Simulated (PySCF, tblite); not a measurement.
# C6H9GeNO: geometry, infrared bands and NMR shifts

What infrared bands and NMR shifts should C6H9GeNO (`C#C/C=[CH]\[GeH2][N](C)C=O`) show?

Programs: tblite 0.8.0 and PySCF 2.14.0, with density-fitted response routines of our own. Each step states its level of theory. These are calculated values for one molecule in the gas phase, unless marked as measured. Atoms count from 0, in the outputs and in this text.

## Step 1: The molecule as given

18 atoms, charge 0, multiplicity 1; geometry from: force field or distance geometry start.

Bonds of the start (Å): C0–C1 1.21, C1–C2 1.46, C2–C3 1.34, C3–Ge4 1.92, Ge4–N5 1.88, N5–C6 1.44, N5–C7 1.44, C7–O8 1.28, C0–H9 1.06, C2–H10 1.06, C3–H11 1.10, Ge4–H12 1.55, Ge4–H13 1.54, C6–H14 1.12, C6–H15 1.10, C6–H16 1.10, C7–H17 1.06.

## Step 2: Relaxing the molecule with GFN2-xTB

What the job is given:

```
{"job": {"kind": "relax", "xc": "GFN2-xTB", "basis": "xTB"}, "charge": 0, "multiplicity": 1}
C      2.931000     1.382000    -1.136400
C      2.628400     0.247100    -0.831700
C      2.286200    -1.109600    -0.432300
C      1.252300    -1.323100     0.394000
Ge     0.321100     0.229300     1.040300
N     -1.476300     0.214500     0.480100
C     -2.025000    -0.856800    -0.315400
C     -2.278300     1.338000     0.894100
O     -3.493200     1.286800     0.499700
H      3.152700     2.382900    -1.405300
H      2.859700    -1.903600    -0.847900
H      0.972800    -2.337400     0.700800
H      0.931800     1.530600     0.454500
H      0.340500     0.275900     2.581300
H     -2.228800    -1.737300     0.344300
H     -3.012000    -0.590200    -0.732600
H     -1.273600    -1.161500    -1.052700
H     -1.898200     2.138700     1.479700
```

The run is started by

```console
> OMP_NUM_THREADS=1 python probes_run.py task.json out
```

One launch serves the whole session: the jobs run in the order shown.

Output:

```text
step      E/eV     max force
  0    -713.28192    6.792
  1    -713.66800    4.926
  2    -713.81971    1.882
  3    -713.88566    1.405
  4    -713.93481    1.810
  5    -713.99599    0.634
  6    -714.01799    0.402
  7    -714.03495    0.379
  8    -714.04641    0.296
  9    -714.05555    0.236
 10    -714.06430    0.275
 11    -714.07390    0.350
 12    -714.08540    0.266
 13    -714.09792    0.298
 14    -714.10855    0.239
 15    -714.11559    0.194
 16    -714.12011    0.142
 17    -714.12382    0.209
 18    -714.12717    0.203
 19    -714.13004    0.124
 20    -714.13292    0.140
 21    -714.13637    0.179
 22    -714.14017    0.263
 23    -714.14357    0.237
 24    -714.14630    0.124
 25    -714.14847    0.111
 26    -714.15033    0.131
 27    -714.15217    0.161
 28    -714.15417    0.141
 29    -714.15655    0.143
 30    -714.15920    0.144
 31    -714.16159    0.127
 32    -714.16339    0.107
 33    -714.16469    0.085
 34    -714.16577    0.085
 35    -714.16682    0.087
 36    -714.16777    0.081
 37    -714.16852    0.074
 38    -714.16907    0.064
 39    -714.16950    0.059
 40    -714.16989    0.079
 41    -714.17019    0.038
 42    -714.17037    0.039
 43    -714.17049    0.050
 44    -714.17060    0.037
 45    -714.17070    0.021
 46    -714.17076    0.018
 47    -714.17082    0.023
 48    -714.17089    0.033
 49    -714.17097    0.033
 50    -714.17106    0.027
 51    -714.17115    0.024
 52    -714.17123    0.025
 53    -714.17132    0.028
 54    -714.17142    0.025
 55    -714.17152    0.026
 56    -714.17159    0.018
 57    -714.17166    0.019
 58    -714.17174    0.026
 59    -714.17183    0.032
 60    -714.17192    0.024
 61    -714.17198    0.016
 62    -714.17202    0.017
 63    -714.17207    0.027
 64    -714.17213    0.031
 65    -714.17219    0.022
 66    -714.17224    0.019
 67    -714.17228    0.022
 68    -714.17234    0.024
 69    -714.17242    0.028
 70    -714.17252    0.025
 71    -714.17262    0.021
 72    -714.17272    0.026
 73    -714.17284    0.035
 74    -714.17297    0.039
 75    -714.17311    0.034
 76    -714.17323    0.025
 77    -714.17331    0.017
 78    -714.17336    0.017
 79    -714.17341    0.018
 80    -714.17346    0.026
 81    -714.17352    0.028
 82    -714.17360    0.023
 83    -714.17368    0.026
 84    -714.17380    0.030
 85    -714.17397    0.045
 86    -714.17417    0.052
 87    -714.17436    0.035
 88    -714.17451    0.025
 89    -714.17464    0.039
 90    -714.17480    0.050
 91    -714.17500    0.048
 92    -714.17523    0.047
 93    -714.17551    0.041
 94    -714.17587    0.060
 95    -714.17639    0.079
 96    -714.17705    0.073
 97    -714.17777    0.091
 98    -714.17831    0.123
 99    -714.17718    0.270
100    -714.17990    0.107
101    -714.18083    0.099
102    -714.18500    0.290
103    -714.18814    0.135
104    -714.19188    0.188
105    -714.19449    0.119
106    -714.19684    0.100
107    -714.19854    0.164
108    -714.20023    0.253
109    -714.20311    0.210
110    -714.20681    0.229
111    -714.21013    0.130
112    -714.21280    0.477
113    -714.21926    0.159
114    -714.22543    0.242
115    -714.22642    0.305
116    -714.23018    0.297
117    -714.23162    0.141
118    -714.23378    0.092
119    -714.23616    0.161
120    -714.23777    0.153
121    -714.23971    0.116
122    -714.24144    0.121
123    -714.24257    0.091
124    -714.24373    0.090
125    -714.24516    0.114
126    -714.24673    0.098
127    -714.24808    0.156
128    -714.24910    0.070
129    -714.24971    0.065
130    -714.25026    0.081
131    -714.25096    0.111
132    -714.25191    0.078
133    -714.25265    0.073
134    -714.25310    0.050
135    -714.25337    0.046
136    -714.25367    0.038
137    -714.25391    0.041
138    -714.25414    0.043
139    -714.25438    0.044
140    -714.25467    0.047
141    -714.25497    0.034
142    -714.25519    0.033
143    -714.25538    0.037
144    -714.25559    0.058
145    -714.25581    0.036
146    -714.25599    0.031
147    -714.25612    0.037
148    -714.25624    0.050
149    -714.25645    0.052
150    -714.25669    0.040
151    -714.25689    0.035
152    -714.25703    0.036
153    -714.25716    0.037
154    -714.25734    0.050
155    -714.25757    0.047
156    -714.25780    0.062
157    -714.25797    0.053
158    -714.25809    0.041
159    -714.25818    0.027
160    -714.25827    0.024
161    -714.25836    0.029
162    -714.25845    0.033
163    -714.25855    0.031
164    -714.25864    0.025
165    -714.25873    0.021
166    -714.25883    0.029
167    -714.25896    0.041
168    -714.25915    0.046
169    -714.25937    0.045
170    -714.25956    0.034
171    -714.25970    0.024
172    -714.25983    0.027
173    -714.26001    0.039
174    -714.26025    0.046
175    -714.26053    0.052
176    -714.26082    0.049
177    -714.26120    0.074
178    -714.26170    0.070
179    -714.26251    0.102
180    -714.26315    0.093
181    -714.26359    0.101
182    -714.26401    0.077
183    -714.26435    0.046
184    -714.26481    0.050
185    -714.26533    0.086
186    -714.26589    0.069
187    -714.26633    0.060
188    -714.26659    0.091
189    -714.26709    0.054
190    -714.26747    0.067
191    -714.26791    0.065
192    -714.26827    0.050
193    -714.26856    0.049
194    -714.26878    0.041
195    -714.26886    0.030
196    -714.26893    0.022
197    -714.26903    0.043
198    -714.26913    0.027
199    -714.26927    0.028
200    -714.26938    0.032
201    -714.26947    0.018
202    -714.26952    0.025
203    -714.26956    0.027
204    -714.26959    0.012
205    -714.26960    0.012
206    -714.26961    0.011
207    -714.26963    0.011
208    -714.26966    0.012
209    -714.26970    0.017
210    -714.26974    0.016
211    -714.26979    0.017
212    -714.26983    0.020
213    -714.26986    0.014
214    -714.26989    0.013
215    -714.26992    0.011
216    -714.26994    0.015
217    -714.26996    0.014
218    -714.26998    0.012
219    -714.27000    0.009
```

Wall time 4.8 s (1 thread of AMD EPYC, shared host); peak memory 0.18 GiB.

Along the way: (not every step is listed)

```csv
step,energy from step 0 (eV),largest force (eV/Å)
0,0.0000,6.7919
1,-0.3861,4.9256
2,-0.5378,1.8825
3,-0.6037,1.4054
4,-0.6529,1.8098
5,-0.7141,0.6337
6,-0.7361,0.4020
7,-0.7530,0.3788
8,-0.7645,0.2962
28,-0.8723,0.1406
48,-0.8890,0.0329
68,-0.8904,0.0236
88,-0.8926,0.0252
108,-0.9183,0.2532
128,-0.9672,0.0700
148,-0.9743,0.0497
168,-0.9772,0.0463
188,-0.9847,0.0907
208,-0.9877,0.0117
214,-0.9880,0.0127
215,-0.9880,0.0110
216,-0.9880,0.0153
217,-0.9880,0.0136
218,-0.9881,0.0121
219,-0.9881,0.0094
```

Distances of close pairs at the start and the end, largest changes first:

```csv
bond,before (Å),after (Å),change (Å)
N5–C7,1.441,1.345,-0.096
C7–O8,1.278,1.205,-0.073
Ge4–H12,1.552,1.500,-0.052
C7–H17,1.062,1.110,+0.047
C1–C2,1.455,1.408,-0.047
Ge4–H13,1.542,1.508,-0.034
C3–Ge4,1.922,1.956,+0.033
Ge4–N5,1.883,1.852,-0.031
```

The final coordinates are the input of the step that follows.

## Step 3: Infrared spectrum with GFN2-xTB

What the job is given:

```
{"job": {"kind": "ir", "xc": "GFN2-xTB", "basis": "xTB"}, "charge": 0, "multiplicity": 1}
C      1.649780     1.466013    -1.469174
C      1.871726     0.384768    -0.992142
C      2.123546    -0.887155    -0.442467
C      1.521044    -1.321217     0.669088
Ge     0.212968    -0.249926     1.651760
N     -1.147565     0.259355     0.503631
C     -1.942653    -0.773809    -0.132440
C     -1.352841     1.533556     0.124659
O     -2.152937     1.923971    -0.688017
H      1.452548     2.407530    -1.889508
H      2.836757    -1.499873    -0.984453
H      1.756067    -2.309700     1.039764
H      0.731666     1.036997     2.221138
H     -0.449391    -1.091875     2.713219
H     -2.456694    -1.368525     0.625048
H     -2.675315    -0.296361    -0.781755
H     -1.306428    -1.431954    -0.728499
H     -0.681036     2.224523     0.674572
```

Output:

```text
mode    cm-1     km/mol
  1      17.0      0.25
  2      42.1      2.54
  3      64.2      0.36
  4      71.8      0.34
  5      97.5      0.57
  6     171.9      1.21
  7     209.8      2.52
  8     219.0      1.56
  9     260.2      3.29
 10     278.1      7.73
 11     365.4      6.48
 12     381.0     39.54
 13     383.4     35.01
 14     456.3     51.50
 15     505.5     51.03
 16     601.5     18.21
 17     626.4     34.73
 18     646.8     17.23
 19     678.0    125.73
 20     715.8     99.36
 21     759.4     16.17
 22     769.8     45.61
 23     789.5    200.83
 24     909.4      0.55
 25     918.3     10.94
 26     979.9      6.73
 27    1001.4     64.53
 28    1110.2      0.90
 29    1143.4     26.68
 30    1159.9      2.97
 31    1292.3      7.85
 32    1311.6    108.96
 33    1391.7     10.01
 34    1402.7     20.63
 35    1464.2     10.51
 36    1475.1      6.55
 37    1601.2     30.91
 38    1764.5    656.59
 39    1933.8    299.75
 40    2017.0    367.33
 41    2238.8     10.30
 42    2717.1    176.03
 43    2953.5     36.75
 44    2970.1     28.07
 45    3010.7     30.43
 46    3016.4      7.02
 47    3043.4     30.70
 48    3388.8      9.35
```

Run time: 2.3 s. Hardware: 1 thread of AMD EPYC, shared host; peak memory 0.18 GiB.

Which atoms move in the most intense modes:

```csv
cm⁻¹,km/mol,atoms
678,125.7,"H12 40 %, H9 24 %, H13 21 %"
716,99.4,"H13 30 %, C3 22 %, H9 19 %"
790,200.8,"H13 45 %, H12 37 %"
1312,109.0,"N5 54 %, C7 18 %"
1764,656.6,"C7 63 %, O8 34 %"
1934,299.8,"H13 80 %, H12 19 %"
2017,367.3,"H12 80 %, H13 18 %"
2717,176.0,H17 94 %
```

## Step 4: Nuclear shieldings: PBE0/pcSseg-1

Same as in step 3 but for these lines:

```diff
@@ -1,2 +1,2 @@
-{"job": {"kind": "ir", "xc": "GFN2-xTB", "basis": "xTB"}, "charge": 0, "multiplicity": 1}
+{"job": {"kind": "nmr", "xc": "PBE0", "basis": "pcSseg-1"}, "charge": 0, "multiplicity": 1}
 C      1.649780     1.466013    -1.469174
```

With the program's defaults for keys left out, this is: GIAO PBE0/pcSseg-1 NMR shielding, non-relativistic, gas phase.

Output:

```text
coarse grid: 71048 points
cycle   1  E = -2439.8134571574  dE =  7.041e-01  |g| = 1.198e+00  |ddm| = 4.153e+00
cycle   2  E = -2439.0393710301  dE =  7.741e-01  |g| = 2.210e+00  |ddm| = 2.690e+00
cycle   3  E = -2439.9461188649  dE = -9.067e-01  |g| = 5.461e-01  |ddm| = 2.358e+00
cycle   4  E = -2439.9997857477  dE = -5.367e-02  |g| = 1.463e-01  |ddm| = 4.687e-01
cycle   5  E = -2440.0020315380  dE = -2.246e-03  |g| = 8.660e-02  |ddm| = 1.533e-01
cycle   6  E = -2440.0035954800  dE = -1.564e-03  |g| = 2.462e-02  |ddm| = 7.311e-02
cycle   7  E = -2440.0037207054  dE = -1.252e-04  |g| = 1.180e-02  |ddm| = 2.386e-02
cycle   8  E = -2440.0037523783  dE = -3.167e-05  |g| = 2.240e-03  |ddm| = 9.019e-03
cycle   9  E = -2440.0037532165  dE = -8.382e-07  |g| = 7.224e-04  |ddm| = 2.195e-03
final grid: 150840 points
cycle  10  E = -2440.0037731868  dE =  9.629e-08  |g| = 1.129e-03  |ddm| = 3.009e-03
cycle  11  E = -2440.0037724760  dE =  7.109e-07  |g| = 2.142e-03  |ddm| = 2.504e-03
cycle  12  E = -2440.0037734612  dE = -9.852e-07  |g| = 2.379e-04  |ddm| = 1.650e-03
cycle  13  E = -2440.0037734733  dE = -1.204e-08  |g| = 3.392e-05  |ddm| = 1.816e-04
cycle  14  E = -2440.0037734735  dE = -2.633e-10  |g| = 8.383e-06  |ddm| = 3.491e-05
converged SCF energy = -2440.0037734735

GIAO shielding tensors (ppm)
atom      isotropic    diamagn.    paramagn.     s11        s22        s33       span
  0 C       86.738     260.017    -173.279     33.882     42.710    183.622    149.740
  1 C      100.853     260.855    -160.002      3.687      5.093    293.778    290.092
  2 C       48.061     256.020    -207.959    -73.140     58.477    158.846    231.986
  3 C       40.352     261.496    -221.143    -83.730     38.718    166.069    249.799
  4 Ge    1434.147    2755.970   -1321.823   1343.380   1425.710   1533.352    189.972
  5 N      143.985     337.662    -193.676     44.082    185.824    202.050    157.968
  6 C      160.367     246.616     -86.249    130.714    162.747    187.640     56.926
  7 C       20.354     248.452    -228.098    -75.280     51.852     84.489    159.769
  8 O      -83.163     400.162    -483.325   -382.518   -196.088    329.118    711.637
  9 H       28.385      35.111      -6.726     24.058     26.093     35.005     10.947
 10 H       24.867      27.773      -2.906     21.830     25.083     27.688      5.858
 11 H       25.049      31.266      -6.217     23.356     24.261     27.532      4.176
 12 H       26.560      29.707      -3.147     21.033     21.429     37.218     16.185
 13 H       26.873      29.374      -2.501     20.160     21.935     38.522     18.362
 14 H       29.564      29.711      -0.147     23.990     27.503     37.199     13.210
 15 H       26.968      30.824      -3.857     21.747     26.664     32.492     10.745
 16 H       29.508      32.330      -2.822     23.325     29.350     35.849     12.524
 17 H       23.460      31.107      -7.646     19.391     24.000     26.990      7.599
```

Run time: 94 s. Hardware: 1 thread of AMD EPYC, shared host; peak memory 0.99 GiB.

Shifts follow as δ = σ(reference) − σ, with reference shieldings (ppm) from runs at the same level and on the same kind of geometry: 1H TMS 31.72, 13C TMS 186.9, 15N NH3 267.7, 17O H2O 336.1, 73Ge GeMe4 1331. The references are single molecules in the gas phase, so shifts against H2O, NH3, PH3, H3PO4 or CFCl3 are not on the usual liquid scales and can be off by tens of ppm. Atoms listed in one row are averaged.

```csv
atoms,environment,σ (ppm),δ (ppm)
C7,amide carbonyl carbon,20.4,166.6
C3,alkene CH,40.4,146.6
C2,alkene CH,48.1,138.9
C0,terminal alkyne carbon,86.7,100.2
C1,alkyne carbon,100.9,86.1
C6,methyl carbon bonded to N,160.4,26.6
H17,hydrogen on an amide carbonyl carbon,23.46,8.26
H10,hydrogen on an alkene CH,24.87,6.85
H11,hydrogen on an alkene CH,25.05,6.67
"H12, H13","hydrogen on a germanium bonded to C, N",26.72,5.00
H9,hydrogen on a terminal alkyne carbon,28.39,3.33
"H14, H15, H16",hydrogen on a methyl carbon bonded to N,28.68,3.04
Ge4,"germanium bonded to C, N, 2 H",1434,-103
N5,amide-type nitrogen,144.0,123.7
O8,amide-type carbonyl oxygen,-83.2,419.2
```

The run also stored atomic charges by several schemes (e):

```csv
atoms,Mulliken,IAO,Hirshfeld,ESP fit
C0,-0.31,-0.21,-0.08,-0.47
C1,0.19,-0.04,-0.04,0.19
C2,-0.04,-0.13,-0.02,-0.29
C3,-0.46,-0.39,-0.12,-0.13
Ge4,0.74,0.75,0.40,0.26
N5,-0.85,-0.41,-0.14,-0.13
C6,-0.07,-0.32,-0.07,-0.25
C7,0.45,0.31,0.12,0.37
O8,-0.44,-0.49,-0.29,-0.50
```

Mayer bond orders: C0–C1 2.40, C1–C2 1.11, C2–C3 1.79, C3–Ge4 0.86, Ge4–N5 0.72, N5–C6 0.92, N5–C7 1.16, C7–O8 1.91.

## Step 5: Results

| quantity | value |
| --- | --- |
| strongest single infrared mode (GFN2-xTB) | 1764 cm⁻¹, 657 km/mol |
| zero-point energy (GFN2-xTB) | 79.1 kcal/mol |
| 13C shifts against TMS (PBE0/pcSseg-1) | 166.6, 146.6, 138.9, 100.2, 86.1, 26.6 ppm |
| 1H shifts against TMS (PBE0/pcSseg-1, means over atoms taken as alike) | 8.26, 6.85, 6.67, 5.00, 3.33, 3.04 ppm |
| 73Ge shifts against GeMe4 (PBE0/pcSseg-1) | -103 ppm |
| 15N shifts against NH3 (PBE0/pcSseg-1) | 123.7 ppm |
| 17O shifts against H2O (PBE0/pcSseg-1) | 419.2 ppm |

In words: The optimisation took 219 steps and gained 0.988 eV; among the close pairs (by a distance rule), N5–C7 changed most, from 1.441 to 1.345 Å. All 48 modes are real, so the xTB geometry is a minimum. The strongest single mode, at 1764 cm⁻¹, moves mainly C7 and O8. Unscaled tight-binding wavenumbers are off by several per cent, some by more. Its intensities can rank the bands wrongly. At PBE0/pcSseg-1: The largest span, 712 ppm, is at O8, where the paramagnetic term is -483 ppm. Spin-orbit coupling is left out, which matters for shieldings and couplings at and beside the heavy atoms.
